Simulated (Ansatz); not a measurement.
# CHBFN (SMILES FB1C=N1): one structure at several levels

How do the functionals fare away from a minimum? The structure is a structure displaced at random from a GFN2-xTB minimum.

Program: Ansatz 0.2.0, Gaussian basis. Level of theory: single points in def2-TZVPP. These are calculated values, not measurements.

Cores are frozen in the correlated methods.

**1. Where the work starts**

5 atoms, charge 0, spin multiplicity 1.

Atoms are counted from 1 here; the program's logs count them from 0.

Bond lengths: F1–B2 1.315 Å, B2–C3 1.489 Å, B2–N4 1.448 Å, C3–N4 1.326 Å, C3–H5 1.064 Å. Angles: F1–B2–C3 156.9°, F1–B2–N4 149.4°, C3–B2–N4 53.7°, B2–C3–N4 61.6°, B2–C3–H5 165.5°, N4–C3–H5 132.3°, B2–N4–C3 64.8°.

As a file:

```mol
CHBFN
  3D, bonds by distance, orders not assigned

  5  5  0  0  0  0  0  0  0  0999 V2000
    0.1646   -1.4785    1.3911 F   0  0
   -0.0371   -0.6062    0.4283 B   0  0
    0.1986    0.6239   -0.3773 C   0  0
   -0.7823   -0.1907   -0.7419 N   0  0
    0.5138    1.5727   -0.7401 H   0  0
  1  2  8  0
  2  3  8  0
  2  4  8  0
  3  4  8  0
  3  5  8  0
M  END
```

**2. CCSD(T)/def2-TZVPP**

Input file run/in.yaml:

```yaml
crystal:
  periodic: [false, false, false]
  atoms:
    - {symbol: F, position_ang: [0.164600, -1.478500, 1.391100]}
    - {symbol: B, position_ang: [-0.037100, -0.606200, 0.428300]}
    - {symbol: C, position_ang: [0.198600, 0.623900, -0.377300]}
    - {symbol: N, position_ang: [-0.782300, -0.190700, -0.741900]}
    - {symbol: H, position_ang: [0.513800, 1.572700, -0.740100]}
basis:
  gaussian: {orbitals: def2-TZVPP}
correlation: {method: ccsd_t}
output: {forces: true}
```

No record of the launch command was kept for these runs.

**3. PBE0-D4/def2-TZVPP**

Changes to run/in.yaml since step 2:

```diff
@@ -10,3 +10,3 @@
   gaussian: {orbitals: def2-TZVPP}
-correlation: {method: ccsd_t}
-output: {forces: true}
+hamiltonian: {xc: pbe0, dispersion: d4}
+output: {forces: true, orbitals: {seedname: orbitals}}
```

**4. wB97M-V/def2-TZVPP**

Changes to run/in.yaml since step 3:

```diff
@@ -10,3 +10,3 @@
   gaussian: {orbitals: def2-TZVPP}
-hamiltonian: {xc: pbe0, dispersion: d4}
-output: {forces: true, orbitals: {seedname: orbitals}}
+hamiltonian: {xc: {name: wB97M-V}}
+output: {forces: true}
```

**5. r2SCAN-D4/def2-TZVPP**

Changes to run/in.yaml since step 4:

```diff
@@ -10,3 +10,3 @@
   gaussian: {orbitals: def2-TZVPP}
-hamiltonian: {xc: {name: wB97M-V}}
+hamiltonian: {xc: r2scan, dispersion: d4}
 output: {forces: true}
```

**6. PBE-D4/def2-TZVPP**

Changes to run/in.yaml since step 5:

```diff
@@ -10,3 +10,3 @@
   gaussian: {orbitals: def2-TZVPP}
-hamiltonian: {xc: r2scan, dispersion: d4}
+hamiltonian: {xc: pbe, dispersion: d4}
 output: {forces: true}
```

**7. B97M-V/def2-TZVPP**

Changes to run/in.yaml since step 6:

```diff
@@ -10,3 +10,3 @@
   gaussian: {orbitals: def2-TZVPP}
-hamiltonian: {xc: pbe, dispersion: d4}
+hamiltonian: {xc: {name: B97M-V}}
 output: {forces: true}
```

**8. r2SCAN0-D4/def2-TZVPP**

Changes to run/in.yaml since step 7:

```diff
@@ -10,3 +10,3 @@
   gaussian: {orbitals: def2-TZVPP}
-hamiltonian: {xc: {name: B97M-V}}
+hamiltonian: {xc: {name: r2SCAN0}, dispersion: d4}
 output: {forces: true}
```

(Steps that only read results are left out.)

What does the calculation give? Wanted: energy less free atoms, CCSD(T)/def2-TZVPP; RMS force component; RMS force error; HOMO and LUMO, PBE0-D4; T1 diagnostic.

As calculated:

| quantity | value |
| --- | --- |
| energy less free atoms, CCSD(T)/def2-TZVPP | -2134.4 kJ/mol |
| RMS force component | 0.799 to 1.075 eV/Å over the methods |
| RMS force error | PBE0-D4 0.406, wB97M-V 0.386, r2SCAN-D4 0.261, PBE-D4 0.172, B97M-V 0.377, r2SCAN0-D4 0.519 eV/Å |
| HOMO and LUMO, PBE0-D4 | -7.37 and -1.37 eV |
| T1 diagnostic | 0.013 |

What this shows: Against CCSD(T) the functionals' energies less atoms differ by -201.4 to -29.5 kJ/mol, PBE-D4 by -201.4 kJ/mol. The reference is not at the basis limit: in triple zeta CCSD(T) underbinds, which counts against methods that bind more; the gaps are no ranking. On forces the order runs from PBE-D4 to r2SCAN0-D4. Frozen-core CCSD(T) forces in triple zeta carry basis errors of their own, and this is one geometry, so small gaps rank nothing.
